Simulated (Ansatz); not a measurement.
**UBLYP/STO-3G run of AlNH2F (SMILES [NH2][Al][F])**

Aim: the electronic atomisation energy of AlNH2F at UBLYP/STO-3G, from 5 runs. 

Program for the calculation: Ansatz 0.2.0.

62 further runs of the same task are left out: 3 that didn't finish, 59 set aside as unsound or not needed.

## Step 1: The molecule

AlNH2F: 5 atoms, total charge 0, spin state doublet. As SMILES, `[NH2][Al][F]`. Geometry: relaxed at PBE0-D4/def2-TZVP. This is one conformer, not always the lowest.

Bond lengths: N1–Al2 1.765 Å, Al2–F3 1.658 Å, N1–H4 1.007 Å, N1–H5 1.009 Å. Angles: N1–Al2–F3 117.4°, Al2–N1–H4 124.8°, Al2–N1–H5 124.2°, H4–N1–H5 111.0°.

## Step 2: The energy at UBLYP/STO-3G

run.yaml reads:

```yaml
crystal:
  periodic: [false, false, false]
  atoms:
    - {symbol: "N", position_ang: [-0.384700, 0.499000, -0.263800]}
    - {symbol: Al, position_ang: [0.632000, -0.282800, 0.949500]}
    - {symbol: F, position_ang: [1.228700, -1.786800, 0.590000]}
    - {symbol: H, position_ang: [-0.804300, 1.408300, -0.162700]}
    - {symbol: H, position_ang: [-0.621700, 0.088600, -1.154400]}
basis:
  gaussian:
    orbitals: STO-3G
magnetization:
  spin_polarized: true
  initial_magnetization: 1
hamiltonian:
  xc: {name: BLYP}
accuracy: high
```

On the command line:

```bash
$ ansatz run run.yaml --threads 1 --pin off --max-ram 2610MiB --events-out events.jsonl --progress --plain --runs-dir runs
```

Log:

```text
Warning: RAYON_NUM_THREADS=1 ignored (pool sized by the plan → 1); use --threads N
Functional definition: BLYP
  name "BLYP"
  parameter beta = 0.0042
  parameter a = 0.04918
  parameter b = 0.132
  parameter c = 0.2533
  parameter d = 0.349
  exchange = b88_x(beta = beta)
  correlation = lyp_c(a = a, b = b, c = c, d = d)
378 factors; integrals over basis functions are off by at most 3.4e-8 eV
mean field evaluation 1: about -10691.4080 eV, gradient 2.1e1 eV
mean field evaluation 2: about -10667.4255 eV, gradient 5.9e1 eV
mean field evaluation 4: about -10694.3992 eV, gradient 5.0e0 eV
mean field evaluation 8: about -10694.5590 eV, gradient 4.7e-2 eV
mean field evaluation 16: about -10694.5590 eV, gradient 2.2e-7 eV
mean field -10694.55898539 eV, -393.0177936806 hartree, gradient 5.7e-9 eV, S^2 0.751444; 0 other end points of the search recorded, 0 dependent functions left out
reference -10694.55902170 eV, -393.0177950151 hartree; 16, 15 occupied and 5, 6 virtual orbitals, 378 factors
Total energy: -10694.55902170 eV, -393.0177950151 hartree
```

It took 1.9 s on 1 thread of Arm Neoverse V1, shared host; peak memory 0.13 GiB.

## Step 3: The Al atom, same level

molecule.yaml reads:

```yaml
crystal:
  periodic: [false, false, false]
  atoms:
    - {symbol: Al, position_ang: [0.000000, 0.000000, 0.000000]}
basis:
  gaussian:
    orbitals: STO-3G
magnetization:
  spin_polarized: true
  initial_magnetization: 1
hamiltonian:
  xc: {name: BLYP}
accuracy: high
```

Run the same way, it converges to -239.29454 Eh (log not shown).

## Step 4: The F atom

job.yaml reads:

```yaml
crystal:
  periodic: [false, false, false]
  atoms:
    - {symbol: F, position_ang: [0.000000, 0.000000, 0.000000]}
basis:
  gaussian: {orbitals: STO-3G}
magnetization: {spin_polarized: true, initial_magnetization: 1}
hamiltonian: {xc: {name: BLYP}}
accuracy: high
```

On the command line:

```bash
$ ansatz run job.yaml --threads 1 --pin off --max-ram 2610MiB --events-out events.jsonl --progress --plain --runs-dir runs
```

Log, cut to the lines that bear on the results:

```text
Warning: RAYON_NUM_THREADS=1 ignored (pool sized by the plan → 1); use --threads N
[... 9 set-up lines as earlier in the session ...]
15 factors; integrals over basis functions are off by at most 1.2e-9 eV
mean field evaluation 1: about -2673.1267 eV, gradient 1.0e-11 eV
mean field evaluation 2: about -2673.1279 eV, gradient 3.4e-11 eV
mean field evaluation 4: about -2673.1273 eV, gradient 0.0e0 eV
mean field evaluation 8: about -2673.1275 eV, gradient 2.7e-2 eV
mean field evaluation 16: about -2673.1272 eV, gradient 6.9e-13 eV
mean field -2673.12786617 eV, -98.2356371706 hartree, gradient 0.0e0 eV, S^2 0.750000; 5 other end points of the search recorded, 0 dependent functions left out
reference -2673.12787566 eV, -98.2356375193 hartree; 5, 4 occupied and 0, 1 virtual orbitals, 15 factors
Total energy: -2673.12787566 eV, -98.2356375193 hartree
```

Wall time 0.44 s (1 thread of Arm Neoverse V1, shared host).

## Step 5: The H atom, same level

run.yaml reads:

```yaml
crystal:
  periodic: [false, false, false]
  atoms:
    - {symbol: H, position_ang: [0.000000, 0.000000, 0.000000]}
basis:
  gaussian: {orbitals: STO-3G}
magnetization: {spin_polarized: true, initial_magnetization: 1}
hamiltonian: {xc: {name: BLYP}}
accuracy: high
```

On the command line:

```bash
$ ansatz run run.yaml --threads 1 --pin off --max-ram 2610MiB --events-out events.jsonl --progress --plain --runs-dir runs
```

Log, cut to the lines that bear on the results:

```text
Warning: RAYON_NUM_THREADS=1 ignored (pool sized by the plan → 1); use --threads N
[... 9 set-up lines as earlier in the session ...]
1 factors; integrals over basis functions are off by at most 4.6e-10 eV
mean field evaluation 1: about -12.5918 eV, gradient 0.0e0 eV
mean field evaluation 2: about -12.5918 eV, gradient 0.0e0 eV
mean field -12.59181263 eV, -0.4627405790 hartree, gradient 0.0e0 eV, S^2 0.750000; 0 other end points of the search recorded, 0 dependent functions left out
reference -12.59183075 eV, -0.4627412451 hartree; 1, 0 occupied and 0, 1 virtual orbitals, 1 factors
Total energy: -12.59183075 eV, -0.4627412451 hartree
```

It took 0.08 s on 1 thread of Arm Neoverse V1, shared host.

## Step 6: The N atom

input.yaml reads:

```yaml
basis:
  gaussian: {orbitals: STO-3G}
crystal:
  periodic: [false, false, false]
  atoms:
    - {symbol: N, position_ang: [0.000000, 0.000000, 0.000000]}
hamiltonian: {xc: {name: BLYP}}
accuracy: high
magnetization: {spin_polarized: true, initial_magnetization: 3}
```

Run the same way, it converges to -53.86051 Eh (log not shown).

## Step 7: Outcome

Level: UBLYP/STO-3G.

| quantity | value |
| --- | --- |
| molecule: total energy | -393.01780 Eh |
| molecule: ⟨S²⟩ | 0.751 |
| Al atom: total energy | -239.29454 Eh |
| Al atom: ⟨S²⟩ | 0.750 |
| F atom: total energy | -98.23564 Eh |
| F atom: ⟨S²⟩ | 0.750 |
| H atom: total energy | -0.46274 Eh |
| H atom: ⟨S²⟩ | 0.750 |
| N atom: total energy | -53.86051 Eh |
| N atom: ⟨S²⟩ | 3.750 |
| electronic atomisation energy | 19.092 eV |

**Reading.** Taking the molecule apart into free atoms costs 19.09 eV (440 kcal/mol), before zero-point energy and without spin-orbit coupling. In a minimal basis such a difference can be off by several eV, whatever the method.
